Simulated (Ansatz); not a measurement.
## two structures of Ir: a comparison of enthalpies under pressure, step by step

Program: the Ansatz DFT code, driven from Python.

At the Python prompt:
```pycon
>>> import warnings
>>> import ansatz
>>> import numpy as np
>>> def hcp(first, a):
...     return (
...         ansatz.Lattice.from_parameters(a, a, 1.633 * a, alpha=90, beta=90, gamma=120)
...         .space_group(194)
...         .atom(first, [1 / 3, 2 / 3, 0.25])
...     )
...
>>> def sc(first, a):
...     return (
...         ansatz.Lattice.cubic(a)
...         .space_group(221)
...         .atom(first, [0, 0, 0])
...     )
...
>>> def ground_state(name, crystal, pressure=0.0):
...     calc = (
...         crystal.calculation()
...         .functional(ansatz.Functional.LDA)
...         .basis(35 * ansatz.Ry, xc_grid=1)
...         .mixing("anderson")
...         .scf(tolerance=1e-06, max_iterations=80, algorithm="direct_min")
...         .kpoints(spacing=0.3)
...         .occupations("cold", width=0.1)
...     )
...     calc = calc.relax(force_tolerance=0.01, cell=True, pressure=pressure)
...     return calc.run(threads=1, backend="cpu")
...
>>> def volume_per_atom(outcome):
...     return abs(np.linalg.det(outcome.lattice.cell_ang)) / len(outcome.lattice.sites)
...
>>> warnings.simplefilter("ignore", ansatz.DeckWarning)
>>> phases = {}
>>> phases["hcp"] = hcp("Ir", 2.71)
>>> phases["sc"] = sc("Ir", 2.49)
>>> pressures = [0, 15, 30, 45]
>>> enthalpy, volume = {name: [] for name in phases}, {name: [] for name in phases}
>>> for p in pressures:
...     for name, crystal in phases.items():
...         o = ground_state(name, crystal, pressure=p)
...         volume[name].append(volume_per_atom(o))
...         enthalpy[name].append(o.report["energy_sigma0_ev"] / len(o.lattice.sites) + p * volume[name][-1] / 160.21766)
...

>>> gap = np.array(enthalpy["sc"]) - np.array(enthalpy["hcp"])
>>> rows = [(p, va, vb, 1000 * d) for p, va, vb, d in zip(pressures, volume["hcp"], volume["sc"], gap)]
>>> print("   P (GPa)  V hcp (A^3/atom)  V sc (A^3/atom)  H(sc) - H(hcp) (meV/atom)")
   P (GPa)  V hcp (A^3/atom)  V sc (A^3/atom)  H(sc) - H(hcp) (meV/atom)
>>> for row in rows:
...     print(f"{row[0]:10d}  {row[1]:16.3f}  {row[2]:15.3f}  {row[3]:+25.1f}")
...
         0            13.897           16.170                    +1089.7
        15            13.430           15.438                    +1289.0
        30            13.041           14.859                    +1467.5
        45            12.708           14.380                    +1630.5
>>> crossings = [p0 - g0 * (p1 - p0) / (g1 - g0) for p0, p1, g0, g1 in zip(pressures, pressures[1:], gap, gap[1:]) if g0 * g1 < 0]
>>> print("crossing near", [round(float(p), 1) for p in crossings], "GPa") if crossings else print("no crossing in this range")
no crossing in this range
```

Caveats:
- These settings explore the input space; cutoff and mesh may be short of convergence.
- At a fixed pressure a relaxation lowers the enthalpy F + PV, while F alone can rise.
- For the metals among these phases the mesh is modest: differences between phases can be off by up to 40 meV an atom.
- The program warned that this SCF threshold is loose for forces or stresses.
- Spin-orbit coupling, which matters for elements this heavy, is left out.
- Only these two structures are compared, at zero temperature and with their symmetry kept; either may be hypothetical, and another phase may be lower than both. Differences under about 40 meV an atom lie within the error of mesh and functional.
- The cells are prototypes set up for this calculation and needn't exist.
- The script silences the warnings on its input, which a real study should read.
- Finished in 60 s on 1 thread of Arm Neoverse V1 (shared host), peak memory 0.4 GiB.

(Lines on the test bed's own set-up are left out of the output.)
